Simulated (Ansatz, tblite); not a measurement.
# The cluster Na11+: one state, many levels

An exercise on one series of results from a longer session: the logs are not shown, and one member is left open.

The runs use Ansatz 0.2.0, Gaussian basis; as each input shows.

Plan: GFN1-xTB, GFN2-xTB, PBE/def2-TZVP, r2SCAN/def2-TZVP, revPBE/def2-TZVP, r2SCAN0/def2-TZVP, PBE/def2-SVP, PBE0/def2-SVP, MP2/def2-SVP, RPA/def2-SVP.

7 further runs of the same task are left out: 5 that didn't finish, 2 set aside as unsound or not needed. Runs told in other sessions of the task aren't counted.

## The structure

The geometry is that of the singlet, from an earlier relaxation (PBE/def2-SVP). At that level it is the lowest of the isomers that a small search found.

11 atoms, charge 1, spin multiplicity 1.

Bond lengths: Na1–Na2 3.624 Å, Na1–Na3 3.451 Å, Na1–Na5 3.654 Å, Na1–Na7 3.568 Å, Na1–Na10 3.622 Å, Na1–Na11 3.743 Å, Na2–Na6 3.543 Å, Na2–Na7 3.649 Å, Na2–Na10 3.500 Å, Na3–Na4 3.557 Å, Na3–Na5 3.657 Å, Na3–Na6 3.971 Å, Na3–Na7 3.464 Å, Na3–Na9 3.686 Å, Na4–Na6 3.513 Å, Na4–Na10 3.519 Å, Na5–Na10 3.479 Å, Na5–Na11 3.408 Å and more. Angles: Na2–Na1–Na3 98.8°, Na2–Na1–Na5 114.9°, Na2–Na1–Na7 61.0°, Na2–Na1–Na10 57.8°, Na2–Na1–Na11 93.0°, Na3–Na1–Na5 61.9°, Na3–Na1–Na7 59.1°, Na3–Na1–Na10 74.2°, Na3–Na1–Na11 114.5°, Na5–Na1–Na7 118.5°, Na5–Na1–Na10 57.1°, Na5–Na1–Na11 54.9°, Na7–Na1–Na10 91.2°, Na7–Na1–Na11 149.2°, Na10–Na1–Na11 59.3°, Na1–Na2–Na6 86.4°, Na1–Na2–Na7 58.8°, Na1–Na2–Na10 61.1° and more.

The ion is computed in the gas phase, without counter-ions or solvent.

PBE0/def2-TZVP was run before; its log isn't repeated, and its numbers join the tables.

The first run:

Tight binding, by tblite at 300 K electronic temperature and without a spin-polarisation term:

```python
tblite.interface.Calculator('GFN1-xTB', numbers, positions, charge=1, uhf=0).singlepoint()
```

Tight binding, by tblite at 300 K electronic temperature and without a spin-polarisation term:

```python
tblite.interface.Calculator('GFN2-xTB', numbers, positions, charge=1, uhf=0).singlepoint()
```

start.molden holds the orbitals of an earlier run on this state, given as this run's starting guess.

File in.yaml:

```yaml
crystal:
  periodic: [false, false, false]
  atoms:
    - {symbol: Na, position_ang: [2.730818, 0.428760, -0.123243]}
    - {symbol: Na, position_ang: [1.212149, -1.523377, 2.525398]}
    - {symbol: Na, position_ang: [-0.125571, 1.869361, -1.418511]}
    - {symbol: Na, position_ang: [-2.267375, -0.792091, -2.410425]}
    - {symbol: Na, position_ang: [1.708537, -0.509681, -3.503471]}
    - {symbol: Na, position_ang: [-1.903422, -0.652082, 1.080820]}
    - {symbol: Na, position_ang: [0.331114, 1.980597, 2.013656]}
    - {symbol: Na, position_ang: [-3.080960, 1.372672, 3.855134]}
    - {symbol: Na, position_ang: [-2.976232, 2.752453, 0.744570]}
    - {symbol: Na, position_ang: [0.465988, -2.314807, -0.801099]}
    - {symbol: Na, position_ang: [3.904944, -2.611815, -1.962839]}
basis:
  gaussian: {orbitals: def2-TZVP, initial_orbitals: start.molden}
total_charge: 1
hamiltonian: {xc: pbe}
scf: {omitted_lower_state_checks: [starts]}
output: {forces: true, orbitals: {seedname: orbitals}}
```

Command:

```bash
$ ansatz run in.yaml --threads 4 --pin off --events-out ev --progress --plain --max-ram 4787MiB
```

Steps of the session up to this table: PBE/def2-TZVP; r2SCAN/def2-TZVP; revPBE/def2-TZVP; r2SCAN0/def2-TZVP; PBE/def2-SVP; PBE0/def2-SVP; MP2/def2-SVP; RPA/def2-SVP.

One of the session's tables, all rows but one given; the rest of the session is left out.

| level | HOMO (eV) | LUMO (eV) | gap (eV) |
| --- | --- | --- | --- |
| PBE/def2-SVP | -5.48 | -4.85 | 0.63 |
| PBE/def2-TZVP | -5.51 | -4.87 | 0.64 |
| revPBE/def2-TZVP | -5.43 | -4.79 | 0.64 |
| r2SCAN/def2-TZVP | -5.43 | -4.74 | 0.69 |
| PBE0/def2-SVP | -5.83 | -4.43 | 1.40 |
| PBE0/def2-TZVP | -5.86 | -4.44 | 1.41 |
| r2SCAN0/def2-TZVP | ? | ? | ? |

Q: Estimate the row for r2SCAN0/def2-TZVP from the others.

**Answer.** HOMO (eV): -5.81; LUMO (eV): -4.39; gap (eV): 1.43. In the column «HOMO (eV)» it lies between PBE0/def2-SVP (-5.83) and PBE/def2-TZVP (-5.51).
